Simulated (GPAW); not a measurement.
PmO:

```
Pm O
1.0
     3.15591    0.00000    0.00000
    -1.57796    2.73310    0.00000
     0.00000    0.00000    3.08001
Pm O
1 1
Direct
  0.00000 0.00000 0.00000
  0.66667 0.33333 0.50000
```

The cell comes from a database or a generator and needn't be the stable form of this composition.

Base run:

* Program: GPAW 26.7.0
* Functional: LDA
* Potentials or basis: the program's PAW data sets (release 1.2.1) made for this functional
* Cutoff: 600 eV
* Basis: pw
* k mesh: 7 × 7 × 6
* Occupations: gaussian, width 0.05 eV
* Spin: collinear spin, ferromagnetic start
* Starting moments: [4.0, 0.0] μB
* Hubbard terms: Pm f U = 5 eV

Its results: band gap on the k mesh none (metal or under the smearing width); pressure 21.7 GPa; net moment 4.80 μB per cell; site moments Pm +4.46; O -0.04 μB.

Problem. The run is repeated on the same cell with these changes: start of the occupation matrix from diagonal to spherical; cycles with the matrix held from 8 to 10. What comes out?

Solution. Band gap on the k mesh none (metal or under the smearing width); pressure 23.6 GPa; net moment 4.97 μB per cell; site moments Pm +4.63; O -0.05 μB.

Caveats: the cutoff is short for stress and forces, so pressures can be off by a GPa or more; one-centre terms of the f shell are cut off; the occupation matrix was held by a function in the script for the first cycles and then freed; the end state hangs on it; the magnetic or orbital state may not be the lowest; spin-orbit coupling is left out, which moves the levels of the heavy elements.
